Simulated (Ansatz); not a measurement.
# r2SCAN0/cc-pVDZ run of C2H7NSi (SMILES C=C[SiH2]N)

Aim: the vertical ionisation energy of C2H7NSi at r2SCAN0/cc-pVDZ, from 2 runs. 

Program for the calculation: Ansatz 0.2.0.

62 further runs of the same task are left out: 62 set aside as unsound or not needed.

### 1 The structure to begin with

The species is C2H7NSi (11 atoms), meant as a singlet with charge 0. SMILES: `C=C[SiH2]N`. Geometry: relaxed at PBE0-D4/def2-TZVP. This is one conformer, not always the lowest.

Bond lengths: C1–C2 1.330 Å, C2–Si3 1.865 Å, Si3–N4 1.715 Å, C1–H5 1.087 Å, C1–H6 1.087 Å, C2–H7 1.091 Å, Si3–H8 1.488 Å, Si3–H9 1.488 Å, N4–H10 1.006 Å, N4–H11 1.006 Å. Some angles: C1–C2–Si3 123.1°, C2–Si3–N4 114.9°, C1–C2–H7 118.1°, Si3–C2–H7 118.8°, C2–C1–H5 122.6°, C2–C1–H6 121.2°, C2–Si3–H8 108.4°, C2–Si3–H9 108.4°, N4–Si3–H8 107.9°, N4–Si3–H9 108.0°.

### 2 A single-point energy at r2SCAN0/cc-pVDZ

molecule.yaml

```yaml
crystal:
  periodic: [false, false, false]
  atoms:
    - symbol: C
      position_ang: [-0.676100, 1.337000, -0.945000]
    - symbol: C
      position_ang: [0.089300, 1.208600, 0.135100]
    - symbol: Si
      position_ang: [0.596500, -0.444500, 0.832600]
    - symbol: "N"
      position_ang: [0.002900, -1.803700, -0.028600]
    - symbol: H
      position_ang: [-0.967100, 2.304600, -1.344700]
    - symbol: H
      position_ang: [-1.046800, 0.465600, -1.479100]
    - symbol: H
      position_ang: [0.433000, 2.116700, 0.631600]
    - symbol: H
      position_ang: [0.099500, -0.536600, 2.232600]
    - symbol: H
      position_ang: [2.083200, -0.516700, 0.836000]
    - symbol: H
      position_ang: [0.404900, -2.086000, -0.906300]
    - symbol: H
      position_ang: [-0.953800, -2.102100, 0.056300]
basis:
  gaussian: {orbitals: cc-pVDZ}
magnetization: {spin_polarized: false}
hamiltonian: {xc: {name: r2SCAN0}}
accuracy: high
output: {orbitals: {seedname: orbitals}}
```

Started as:

```console
ansatz run molecule.yaml --threads 1 --pin off --max-ram 3480MiB --events-out events.jsonl --progress --plain --runs-dir runs
```

Standard output:

```text
Warning: RAYON_NUM_THREADS=1 ignored (pool sized by the plan → 1); use --threads N
Functional definition: r2SCAN0
  name "r2SCAN0"
  parameter a = 0.25
  parameter k0 = 0.174
  parameter k1 = 0.065
  parameter a1 = 4.9479
  exchange = (1 - a)*r2scan_x(k0 = k0, k1 = k1, a1 = a1) + a*exact_x
  correlation = r2scan_c
2292 factors; integrals over basis functions are off by at most 3.8e-9 eV
mean field evaluation 1: about -11545.1710 eV, gradient 5.6e1 eV
mean field evaluation 2: about -11543.1095 eV, gradient 6.2e1 eV
mean field evaluation 4: about -11552.0005 eV, gradient 2.5e0 eV
mean field evaluation 8: about -11552.2347 eV, gradient 1.7e-1 eV
mean field evaluation 16: about -11552.2348 eV, gradient 1.6e-5 eV
mean field -11552.23481747 eV, -424.5367991562 hartree, gradient 8.5e-8 eV, S^2 0.000000; 0 other end points of the search recorded, 0 dependent functions left out
reference -11552.23481814 eV, -424.5367991805 hartree; 20, 20 occupied and 75, 75 virtual orbitals, 2292 factors
Total energy: -11552.23481814 eV, -424.5367991805 hartree
```

It took 15 s on 1 thread of Arm Neoverse V2, shared host; peak memory 0.4 GiB.

### 3 The doublet cation, same level

job.yaml

```yaml
crystal:
  periodic: [false, false, false]
  atoms:
    - {symbol: C, position_ang: [-0.676100, 1.337000, -0.945000]}
    - {symbol: C, position_ang: [0.089300, 1.208600, 0.135100]}
    - {symbol: Si, position_ang: [0.596500, -0.444500, 0.832600]}
    - {symbol: "N", position_ang: [0.002900, -1.803700, -0.028600]}
    - {symbol: H, position_ang: [-0.967100, 2.304600, -1.344700]}
    - {symbol: H, position_ang: [-1.046800, 0.465600, -1.479100]}
    - {symbol: H, position_ang: [0.433000, 2.116700, 0.631600]}
    - {symbol: H, position_ang: [0.099500, -0.536600, 2.232600]}
    - {symbol: H, position_ang: [2.083200, -0.516700, 0.836000]}
    - {symbol: H, position_ang: [0.404900, -2.086000, -0.906300]}
    - {symbol: H, position_ang: [-0.953800, -2.102100, 0.056300]}
basis:
  gaussian: {orbitals: cc-pVDZ}
total_charge: 1
magnetization: {spin_polarized: true, initial_magnetization: 1}
hamiltonian: {xc: {name: r2SCAN0}}
accuracy: high
output: {orbitals: {seedname: orbitals}}
```

Started as:

```console
ansatz run job.yaml --threads 1 --pin off --max-ram 3480MiB --events-out events.jsonl --progress --plain --runs-dir runs
```

Standard output:

```text
Warning: RAYON_NUM_THREADS=1 ignored (pool sized by the plan → 1); use --threads N
Functional definition: r2SCAN0
  name "r2SCAN0"
  parameter a = 0.25
  parameter k0 = 0.174
  parameter k1 = 0.065
  parameter a1 = 4.9479
  exchange = (1 - a)*r2scan_x(k0 = k0, k1 = k1, a1 = a1) + a*exact_x
  correlation = r2scan_c
2292 factors; integrals over basis functions are off by at most 3.8e-9 eV
mean field evaluation 1: about -11527.1564 eV, gradient 5.5e1 eV
mean field evaluation 2: about -11508.7058 eV, gradient 7.9e1 eV
mean field evaluation 4: about -11539.8059 eV, gradient 2.3e1 eV
mean field evaluation 8: about -11542.6552 eV, gradient 4.9e-1 eV
mean field evaluation 16: about -11542.8866 eV, gradient 4.0e-2 eV
mean field evaluation 32: about -11542.8867 eV, gradient 1.1e-4 eV
mean field evaluation 64: about -11542.8702 eV, gradient 5.2e-1 eV
mean field -11542.88667885 eV, -424.1932613981 hartree, gradient 4.8e-8 eV, S^2 0.766099; 3 other end points of the search recorded, 0 dependent functions left out
reference -11542.88668057 eV, -424.1932614612 hartree; 20, 19 occupied and 75, 76 virtual orbitals, 2292 factors
Total energy: -11542.88668057 eV, -424.1932614612 hartree
```

It took 65 s on 1 thread of Arm Neoverse V2, shared host; peak memory 0.62 GiB.

### 4 What came out

Level: r2SCAN0/cc-pVDZ.

```
                                          quantity          value
                     singlet C2H7NSi: total energy  -424.53680 Eh
                      singlet C2H7NSi: HOMO energy       -7.31 eV
                      singlet C2H7NSi: LUMO energy        0.16 eV
                    singlet C2H7NSi: HOMO–LUMO gap        7.47 eV
                      doublet cation: total energy  -424.19326 Eh
doublet cation: HOMO energy (highest over α and β)      -13.09 eV
 doublet cation: LUMO energy (lowest over α and β)      -11.26 eV
                              doublet cation: ⟨S²⟩          0.766
vertical ionisation energy (to the doublet cation)       9.348 eV
```

**Reading.** The vertical ionisation energy comes to 9.35 eV (216 kcal/mol). −ε(HOMO) before ionisation, 7.31 eV, is 2.04 eV below this ionisation energy.
